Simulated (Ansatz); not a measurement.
**Nb64P32C32, 128 atoms: tuning a run for speed**

Wanted: the time that a molecular-dynamics run at PBEsol takes for Nb64P32C32, and which launch flags, input keys and shares of the machine shorten it.

Program: Ansatz 0.2.0 (molecular dynamics, PBEsol, plane waves PAW). Host: AMD EPYC 7R13 (Zen 3), 96 cores, 96 hardware threads, 1656 GiB, 8 × H100 80GB HBM3, 81559 MiB; it was booked for these runs alone, one at a time. Each run is timed once from launch to exit, start-up included.

**1. What is computed**

The cell holds 128 atoms in 1770 Å³, 4×4×1 copies of a database cell.

**2. Baseline**

File input.yaml:

```yaml
accuracy: low
crystal:
  lattice:
    - [13.281264, 0.000000, 0.000000]
    - [-6.640632, 11.501912, 0.000000]
    - [0.000000, 0.000000, 11.585376]
  atoms:
    - { symbol: Nb, position: [0.083333, 0.166667, 0.400032] }
    - { symbol: Nb, position: [0.166667, 0.083333, 0.900032] }
    - { symbol: Nb, position: [0.166667, 0.083333, 0.599968] }
    - { symbol: Nb, position: [0.083333, 0.166667, 0.099968] }
    - { symbol: P, position: [0.166667, 0.083333, 0.250000] }
    - { symbol: P, position: [0.083333, 0.166667, 0.750000] }
    - { symbol: C, position: [0.000000, 0.000000, 0.500000] }
    - { symbol: C, position: [0.000000, 0.000000, 0.000000] }
    - { symbol: Nb, position: [0.083333, 0.416667, 0.400032] }
    - { symbol: Nb, position: [0.166667, 0.333333, 0.900032] }
    - { symbol: Nb, position: [0.166667, 0.333333, 0.599968] }
    - { symbol: Nb, position: [0.083333, 0.416667, 0.099968] }
    - { symbol: P, position: [0.166667, 0.333333, 0.250000] }
    - { symbol: P, position: [0.083333, 0.416667, 0.750000] }
    - { symbol: C, position: [0.000000, 0.250000, 0.500000] }
    - { symbol: C, position: [0.000000, 0.250000, 0.000000] }
    - { symbol: Nb, position: [0.083333, 0.666667, 0.400032] }
    - { symbol: Nb, position: [0.166667, 0.583333, 0.900032] }
    - { symbol: Nb, position: [0.166667, 0.583333, 0.599968] }
    - { symbol: Nb, position: [0.083333, 0.666667, 0.099968] }
    - { symbol: P, position: [0.166667, 0.583333, 0.250000] }
    - { symbol: P, position: [0.083333, 0.666667, 0.750000] }
    - { symbol: C, position: [0.000000, 0.500000, 0.500000] }
    - { symbol: C, position: [0.000000, 0.500000, 0.000000] }
    - { symbol: Nb, position: [0.083333, 0.916667, 0.400032] }
    - { symbol: Nb, position: [0.166667, 0.833333, 0.900032] }
    - { symbol: Nb, position: [0.166667, 0.833333, 0.599968] }
    - { symbol: Nb, position: [0.083333, 0.916667, 0.099968] }
    - { symbol: P, position: [0.166667, 0.833333, 0.250000] }
    - { symbol: P, position: [0.083333, 0.916667, 0.750000] }
    - { symbol: C, position: [0.000000, 0.750000, 0.500000] }
    - { symbol: C, position: [0.000000, 0.750000, 0.000000] }
    - { symbol: Nb, position: [0.333333, 0.166667, 0.400032] }
    - { symbol: Nb, position: [0.416667, 0.083333, 0.900032] }
    - { symbol: Nb, position: [0.416667, 0.083333, 0.599968] }
    - { symbol: Nb, position: [0.333333, 0.166667, 0.099968] }
    - { symbol: P, position: [0.416667, 0.083333, 0.250000] }
    - { symbol: P, position: [0.333333, 0.166667, 0.750000] }
    - { symbol: C, position: [0.250000, 0.000000, 0.500000] }
    - { symbol: C, position: [0.250000, 0.000000, 0.000000] }
    - { symbol: Nb, position: [0.333333, 0.416667, 0.400032] }
    - { symbol: Nb, position: [0.416667, 0.333333, 0.900032] }
    - { symbol: Nb, position: [0.416667, 0.333333, 0.599968] }
    - { symbol: Nb, position: [0.333333, 0.416667, 0.099968] }
    - { symbol: P, position: [0.416667, 0.333333, 0.250000] }
    - { symbol: P, position: [0.333333, 0.416667, 0.750000] }
    - { symbol: C, position: [0.250000, 0.250000, 0.500000] }
    - { symbol: C, position: [0.250000, 0.250000, 0.000000] }
    - { symbol: Nb, position: [0.333333, 0.666667, 0.400032] }
    - { symbol: Nb, position: [0.416667, 0.583333, 0.900032] }
    - { symbol: Nb, position: [0.416667, 0.583333, 0.599968] }
    - { symbol: Nb, position: [0.333333, 0.666667, 0.099968] }
    - { symbol: P, position: [0.416667, 0.583333, 0.250000] }
    - { symbol: P, position: [0.333333, 0.666667, 0.750000] }
    - { symbol: C, position: [0.250000, 0.500000, 0.500000] }
    - { symbol: C, position: [0.250000, 0.500000, 0.000000] }
    - { symbol: Nb, position: [0.333333, 0.916667, 0.400032] }
    - { symbol: Nb, position: [0.416667, 0.833333, 0.900032] }
    - { symbol: Nb, position: [0.416667, 0.833333, 0.599968] }
    - { symbol: Nb, position: [0.333333, 0.916667, 0.099968] }
    - { symbol: P, position: [0.416667, 0.833333, 0.250000] }
    - { symbol: P, position: [0.333333, 0.916667, 0.750000] }
    - { symbol: C, position: [0.250000, 0.750000, 0.500000] }
    - { symbol: C, position: [0.250000, 0.750000, 0.000000] }
    - { symbol: Nb, position: [0.583333, 0.166667, 0.400032] }
    - { symbol: Nb, position: [0.666667, 0.083333, 0.900032] }
    - { symbol: Nb, position: [0.666667, 0.083333, 0.599968] }
    - { symbol: Nb, position: [0.583333, 0.166667, 0.099968] }
    - { symbol: P, position: [0.666667, 0.083333, 0.250000] }
    - { symbol: P, position: [0.583333, 0.166667, 0.750000] }
    - { symbol: C, position: [0.500000, 0.000000, 0.500000] }
    - { symbol: C, position: [0.500000, 0.000000, 0.000000] }
    - { symbol: Nb, position: [0.583333, 0.416667, 0.400032] }
    - { symbol: Nb, position: [0.666667, 0.333333, 0.900032] }
    - { symbol: Nb, position: [0.666667, 0.333333, 0.599968] }
    - { symbol: Nb, position: [0.583333, 0.416667, 0.099968] }
    - { symbol: P, position: [0.666667, 0.333333, 0.250000] }
    - { symbol: P, position: [0.583333, 0.416667, 0.750000] }
    - { symbol: C, position: [0.500000, 0.250000, 0.500000] }
    - { symbol: C, position: [0.500000, 0.250000, 0.000000] }
    - { symbol: Nb, position: [0.583333, 0.666667, 0.400032] }
    - { symbol: Nb, position: [0.666667, 0.583333, 0.900032] }
    - { symbol: Nb, position: [0.666667, 0.583333, 0.599968] }
    - { symbol: Nb, position: [0.583333, 0.666667, 0.099968] }
    - { symbol: P, position: [0.666667, 0.583333, 0.250000] }
    - { symbol: P, position: [0.583333, 0.666667, 0.750000] }
    - { symbol: C, position: [0.500000, 0.500000, 0.500000] }
    - { symbol: C, position: [0.500000, 0.500000, 0.000000] }
    - { symbol: Nb, position: [0.583333, 0.916667, 0.400032] }
    - { symbol: Nb, position: [0.666667, 0.833333, 0.900032] }
    - { symbol: Nb, position: [0.666667, 0.833333, 0.599968] }
    - { symbol: Nb, position: [0.583333, 0.916667, 0.099968] }
    - { symbol: P, position: [0.666667, 0.833333, 0.250000] }
    - { symbol: P, position: [0.583333, 0.916667, 0.750000] }
    - { symbol: C, position: [0.500000, 0.750000, 0.500000] }
    - { symbol: C, position: [0.500000, 0.750000, 0.000000] }
    - { symbol: Nb, position: [0.833333, 0.166667, 0.400032] }
    - { symbol: Nb, position: [0.916667, 0.083333, 0.900032] }
    - { symbol: Nb, position: [0.916667, 0.083333, 0.599968] }
    - { symbol: Nb, position: [0.833333, 0.166667, 0.099968] }
    - { symbol: P, position: [0.916667, 0.083333, 0.250000] }
    - { symbol: P, position: [0.833333, 0.166667, 0.750000] }
    - { symbol: C, position: [0.750000, 0.000000, 0.500000] }
    - { symbol: C, position: [0.750000, 0.000000, 0.000000] }
    - { symbol: Nb, position: [0.833333, 0.416667, 0.400032] }
    - { symbol: Nb, position: [0.916667, 0.333333, 0.900032] }
    - { symbol: Nb, position: [0.916667, 0.333333, 0.599968] }
    - { symbol: Nb, position: [0.833333, 0.416667, 0.099968] }
    - { symbol: P, position: [0.916667, 0.333333, 0.250000] }
    - { symbol: P, position: [0.833333, 0.416667, 0.750000] }
    - { symbol: C, position: [0.750000, 0.250000, 0.500000] }
    - { symbol: C, position: [0.750000, 0.250000, 0.000000] }
    - { symbol: Nb, position: [0.833333, 0.666667, 0.400032] }
    - { symbol: Nb, position: [0.916667, 0.583333, 0.900032] }
    - { symbol: Nb, position: [0.916667, 0.583333, 0.599968] }
    - { symbol: Nb, position: [0.833333, 0.666667, 0.099968] }
    - { symbol: P, position: [0.916667, 0.583333, 0.250000] }
    - { symbol: P, position: [0.833333, 0.666667, 0.750000] }
    - { symbol: C, position: [0.750000, 0.500000, 0.500000] }
    - { symbol: C, position: [0.750000, 0.500000, 0.000000] }
    - { symbol: Nb, position: [0.833333, 0.916667, 0.400032] }
    - { symbol: Nb, position: [0.916667, 0.833333, 0.900032] }
    - { symbol: Nb, position: [0.916667, 0.833333, 0.599968] }
    - { symbol: Nb, position: [0.833333, 0.916667, 0.099968] }
    - { symbol: P, position: [0.916667, 0.833333, 0.250000] }
    - { symbol: P, position: [0.833333, 0.916667, 0.750000] }
    - { symbol: C, position: [0.750000, 0.750000, 0.500000] }
    - { symbol: C, position: [0.750000, 0.750000, 0.000000] }
kpoints:
  mp_grid: { grid: [3, 3, 3] }
hamiltonian:
  xc: pbesol
  pseudopotentials: { azcp: { folder: soft_1 } }
scf:
  occupations: { method: gaussian, width: 0.05 }
md: { ensemble: nvt_langevin, temperature: 500, timestep: 1.0, n_steps: 10, initial_velocities: maxwell_boltzmann, seed: 1 }
```

The run is started by

```bash
$ ansatz run input.yaml --backend cuda --devices 1 --events-out ev --progress --plain --runs-dir out
```

The program printed:

```text
Warning: md: disabling space-group detection — thermal motion breaks the input geometry's symmetry, so no spatial operation reduces the k-mesh or symmetrises the density; time reversal is kept, so that k and −k are solv
Warning: <dir> the record states the generating functional pbe (its physics header spells it `PBE`), which answers neither for hamiltonian.xc's functional nor for the pb
Warning: <dir> the record states the generating functional pbe (its physics header spells it `PBE`), which answers neither for hamiltonian.xc's functional nor for the pbe
Warning: <dir> the record states the generating functional pbe (its physics header spells it `PBE`), which answers neither for hamiltonian.xc's functional nor for the pbe
GPUs: using 1 of 8 available (devices: 1); idle: GPUs 1, 2, 3, 4, 5, 6, 7 (numbered from 0).
Engine: ansatz 0.2.0, x86_64-unknown-linux-gnu
Pseudopotentials: kind: paw
Pseudopotential: Nb, paw, valence charge 13, recommended cutoff 420 eV (normal), <dir>
Pseudopotential: P, paw, valence charge 5, recommended cutoff 420 eV (normal), <dir>
Pseudopotential: C, paw, valence charge 4, recommended cutoff 420 eV (normal), <dir>
Functional definition: PBEsol
  exchange = pbesol_x
  correlation = pbesol_c
WARN: concurrent solve slots capped 14 → 10 for the device: at 14 slots the entry is reckoned to put 100.6 GiB on a device that reports 78.6 GiB free (what is shed moves no bit of what the run computes, but for which processor sums exchange-correlation on a fi
GPU FFT provider: cuFFT
GPU libraries: cuBLAS 13.8.2, cuFFT 12.4.0, cuSOLVER 12.3.4
Crystal: 128 atoms, lattice volume = 1769.781 Å³
Basis set: ecut = 420 eV, 34659 PW (Γ), exchange–correlation on 180×180×160 points (8 copies of the dense FFT grid, shifted against one another)
Bands: 688, of which v1, the nominal top of the filled ones, is band 560 counted from 1 (559 counted from 0)
Symmetry: 1 space group operations
k-points: 14 of 27 (time reversal used)
Non-local potential: Nb, projectors of the file, l = 0: 3, l = 1: 2, l = 2: 2, l = 3: 1
Non-local potential: P, projectors of the file, l = 0: 2, l = 1: 2, l = 2: 1
Non-local potential: C, projectors of the file, l = 0: 2, l = 1: 2, l = 2: 1
PAW form: soft (Blöchl's): semilocal exchange-correlation on the pseudo side does not see the compensation charge
PAW frozen core: Nb, regenerated for the run's functional, and the local potential with it (the file was generated under x = pbe(κ = 0.804, μ = 0.2195149727645171), c = pbe(β = 0.06672455060314922))
PAW frozen core: P, regenerated for the run's functional, and the local potential with it (the file was generated under x = pbe(κ = 0.804, μ = 0.2195149727645171), c = pbe(β = 0.06672455060314922))
PAW frozen core: C, regenerated for the run's functional, and the local potential with it (the file was generated under x = pbe(κ = 0.804, μ = 0.2195149727645171), c = pbe(β = 0.06672455060314922))
PAW one-centre angular grid: Nb, 590 points (default); XC on 64 Gauss nodes
PAW one-centre angular grid: P, 110 points (default); XC on 64 Gauss nodes
PAW one-centre angular grid: C, 110 points (default); XC on 64 Gauss nodes
Initial density: superposition of atomic densities (chi_scale 0.1, normalization cell, long waves kept (reshape's long-wave potential 0.00 eV rms))
Initial wavefunctions: pseudopotential atomic-orbital guess
GPU buffer pool allocated for 648000 grid points (all kernels)
GPU transforms: local potential and band sums: pruned to the plane-wave sphere, on 90×90×80
Functional: x = pbesol(κ = 0.804, μ = 0.12345679012345678), c = pbesol(β = 0.046)
SCF iter   1: F=—  HF=-319482.051322 eV  |F-HF|=—  |Δ(HF+E_count)|=         —  Δρ=1.07e-1  dr2=3.23e2  ethr=3.10e-3  ⟨swp⟩=6.1  Hψ=40470  notcnv=0  defer=42
preconditioner: auto → Kerker (q_TF=auto, 2.528 Å⁻¹)  [metal: Δε(μ)=0.023 eV  Ē_g=7.737 eV  σ=0.050 eV  W_gap=0.25  n_scr=476 (ndim 8)  ℏωp=21.8 eV  f_vac=0.000  D(μ)=38.17/eV (n_scr^D=252)]
SCF iter   2: F=—  HF=-319405.669000 eV  |F-HF|=—  |Δ(HF+E_count)|=    7.64e1  Δρ=3.72e-2  dr2=2.75e1  ethr=3.10e-3  ⟨swp⟩=3.0  Hψ=18407  notcnv=0  defer=1567
SCF iter   3: F=—  HF=-319398.913794 eV  |F-HF|=—  |Δ(HF+E_count)|=    6.76e0  Δρ=1.67e-2  dr2=3.95e0  ethr=2.46e-3  ⟨swp⟩=2.1  Hψ=14038  notcnv=0  defer=1583
SCF iter   4: F=—  HF=-319398.034065 eV  |F-HF|=—  |Δ(HF+E_count)|=   8.80e-1  Δρ=1.92e-3  dr2=1.85e-1  ethr=3.53e-4  ⟨swp⟩=2.0  Hψ=12363  notcnv=0  defer=1583
SCF iter   5: F=—  HF=-319398.002038 eV  |F-HF|=—  |Δ(HF+E_count)|=   3.20e-2  Δρ=5.63e-4  dr2=1.07e-2  ethr=1.65e-5  ⟨swp⟩=2.0  Hψ=12189  notcnv=0  defer=1583
SCF iter   6: F=—  HF=-319397.996476 eV  |F-HF|=—  |Δ(HF+E_count)|=   5.56e-3  Δρ=1.19e-4  dr2=4.98e-4  ethr=9.56e-7  ⟨swp⟩=2.0  Hψ=12309  notcnv=0  defer=1583
SCF iter   7: F=—  HF=-319397.996387 eV  |F-HF|=—  |Δ(HF+E_count)|=   8.86e-5  Δρ=2.30e-5  dr2=1.17e-5  ethr=4.44e-8  ⟨swp⟩=2.0  Hψ=12332  notcnv=0  defer=1583
SCF iter   8: F=—  HF=-319397.999049 eV  |F-HF|=—  |Δ(HF+E_count)|=   2.66e-3  Δρ=9.89e-6  dr2=4.16e-6  ethr=1.05e-9  ⟨swp⟩=2.0  Hψ=13920  notcnv=0  defer=1583
SCF iter   9: F=—  HF=-319397.999049 eV  |F-HF|=—  |Δ(HF+E_count)|=   4.62e-7  Δρ=2.97e-6  dr2=2.51e-7  ethr=3.71e-10  ⟨swp⟩=2.0  Hψ=11431  notcnv=0  defer=1583
SCF iter  10: F=-319397.999049 eV  HF=-319397.999049 eV  |F-HF|=9.43e-9  |Δ(HF+E_count)|=   2.89e-8  Δρ=7.03e-7  dr2=1.40e-8  ethr=8.93e-12  ⟨swp⟩=3.0  Hψ=21819  notcnv=0
SCF 1 converged in 10 iterations: F = -319397.999049 eV  dr2 = 1.40e-8
md step     0: t =     0.00 fs  T =   496.1 K  F+E_penalty+E_count = -319397.99904882 eV  E_kin = 8.208010 eV  (10 SCF iters)
WARN: concurrent solve slots capped 14 → 10 for the device: at 14 slots the entry is reckoned to put 95.6 GiB (of the 100.6 GiB reckoned in all, the device holds 5.0 GiB already) on a device that reports 73.5 GiB free (what is shed moves no bit of what the run
GPU FFT provider: cuFFT
GPU libraries: cuBLAS 13.8.2, cuFFT 12.4.0, cuSOLVER 12.3.4
Initial density: handed on by an earlier stage of this run
Initial wavefunctions: those handed on with the density
GPU buffer pool allocated for 648000 grid points (all kernels)
GPU transforms: local potential and band sums: pruned to the plane-wave sphere, on 90×90×80
iter 1 solved again at ethr=2.31e-6 eV; its pass at ethr=3.10e-3 eV (dr2=2.59e-2 eV) is discarded
SCF iter   1: F=—  HF=-319397.968730 eV  |F-HF|=—  |Δ(HF+E_count)|=         —  Δρ=8.97e-4  dr2=2.93e-2  ethr=2.31e-6  ⟨swp⟩=3.9  Hψ=43516  notcnv=0
preconditioner: auto → Kerker (q_TF=auto, 2.528 Å⁻¹)  [metal: Δε(μ)=0.002 eV  Ē_g=6.839 eV  σ=0.050 eV  W_gap=0.02  n_scr=476 (ndim 8)  ℏωp=21.8 eV  f_vac=0.000  D(μ)=55.96/eV (n_scr^D=404)]
[... 450 lines ...]
  atom  24  C      1.32453306    -0.00776506     0.12106238
  atom  25  Nb    -0.20614346     0.10615065     0.13462239
  atom  26  Nb    -0.03909816    -0.54408878     0.64793699
  atom  27  Nb    -0.28982936    -0.38438644    -0.23954967
  atom  28  Nb     0.31373290    -0.62253774    -0.78435757
  atom  29  P     -0.05302094    -0.73314872     0.75960538
  atom 100  Nb    -0.46788996    -0.45247690     0.22479995
  atom 110  P     -1.08742796    -0.55438071     0.18547854
  atom 120  C     -0.78212876    -0.13902884     0.37251291
  max |Σ_I F_I| component: 1.03e-5 eV/Å
--- MD trajectory: 10 steps, t = 0.0 → 10.0 fs ---
  final state: T = 334.5 K   F+E_penalty+E_count = -319395.15207865 eV   E_kin = 5.533599 eV
```

Wall time 66 s, CPU time 8.6 min, peak memory 10 GiB, 66 GiB on the fullest card, 70 SCF iterations in all (1 GPU, 48 threads).

Size of the job: 14 k-points, 34659 plane waves, 688 bands, 1120 valence electrons, 1 symmetry operation.

Where the time went (the program's own counters):

| phase | seconds | share of the wall time |
| --- | --- | --- |
| diag | 39 | 60 % |
| complement_search | 4.1 | 6 % |
| density | 3.5 | 5 % |
| forces | 2.5 | 4 % |
| mixing | 0.85 | 1 % |

**3. Change: --precision f64**

input.yaml is that of step 2.

The run is started by

```bash
$ ansatz run input.yaml --precision f64 --backend cuda --devices 1 --events-out ev --progress --plain --runs-dir out
```

The program printed:

```text
Warning: md: disabling space-group detection — thermal motion breaks the input geometry's symmetry, so no spatial operation reduces the k-mesh or symmetrises the density; time reversal is kept, so that k and −k are solv
Warning: <dir> the record states the generating functional pbe (its physics header spells it `PBE`), which answers neither for hamiltonian.xc's functional nor for the pb
Warning: <dir> the record states the generating functional pbe (its physics header spells it `PBE`), which answers neither for hamiltonian.xc's functional nor for the pbe
Warning: <dir> the record states the generating functional pbe (its physics header spells it `PBE`), which answers neither for hamiltonian.xc's functional nor for the pbe
GPUs: using 1 of 8 available (devices: 1); idle: GPUs 1, 2, 3, 4, 5, 6, 7 (numbered from 0).
[... 5 set-up lines as earlier in the session ...]
[... 35 lines left out ...]
md step     0: t =     0.00 fs  T =   496.1 K  F+E_penalty+E_count = -319397.99904882 eV  E_kin = 8.208010 eV  (10 SCF iters)
WARN: concurrent solve slots capped 14 → 11 for the device: at 14 slots the entry is reckoned to put 83.7 GiB (of the 88.7 GiB reckoned in all, the device holds 5.0 GiB already) on a device that reports 73.5 GiB free (what is shed moves no bit of what the run
GPU FFT provider: cuFFT
GPU libraries: cuBLAS 13.8.2, cuFFT 12.4.0, cuSOLVER 12.3.4
[... 2 lines left out ...]
GPU buffer pool allocated for 648000 grid points (all kernels)
GPU transforms: local potential and band sums: pruned to the plane-wave sphere, on 90×90×80
[... 3 lines left out ...]
[... 450 lines ...]
  atom  24  C      1.32453297    -0.00776496     0.12106253
  atom  25  Nb    -0.20614267     0.10615190     0.13462257
  atom  26  Nb    -0.03909787    -0.54408807     0.64793756
  atom  27  Nb    -0.28982916    -0.38438578    -0.23955013
  atom  28  Nb     0.31373358    -0.62253628    -0.78435759
  atom  29  P     -0.05302103    -0.73314897     0.75960540
  atom 100  Nb    -0.46788981    -0.45247683     0.22479951
  atom 110  P     -1.08742804    -0.55438096     0.18547869
  atom 120  C     -0.78212884    -0.13902874     0.37251292
  max |Σ_I F_I| component: 1.12e-5 eV/Å
--- MD trajectory: 10 steps, t = 0.0 → 10.0 fs ---
  final state: T = 334.5 K   F+E_penalty+E_count = -319395.15207866 eV   E_kin = 5.533599 eV
```

Wall time 2.1 min, CPU time 18 min, peak memory 10 GiB, 62 GiB on the fullest card, 70 SCF iterations in all (1 GPU, 48 threads).

**4. The tuning table**

| change | wall time | speed-up | SCF iterations | peak memory (GiB) |
| --- | --- | --- | --- | --- |
| none | 66 s | 1 | 70 | 10 |
| --precision f64 | 2.1 min | 0.53 | 70 | 10 |

**5. Summary of results**

| quantity | value |
| --- | --- |
| reference | 66 s on 1 GPU, 48 threads |
| best change | none beyond the noise |
| worst change | --precision f64: 1.9 times as slow |

In words: Changes under about 3 % are taken as noise (repeats on such hosts differ by a few per cent). No change beats the defaults here. --precision f64 costs most. In the reference run the eigensolver takes 60 % of the time. The figures hold for this build, input and host.
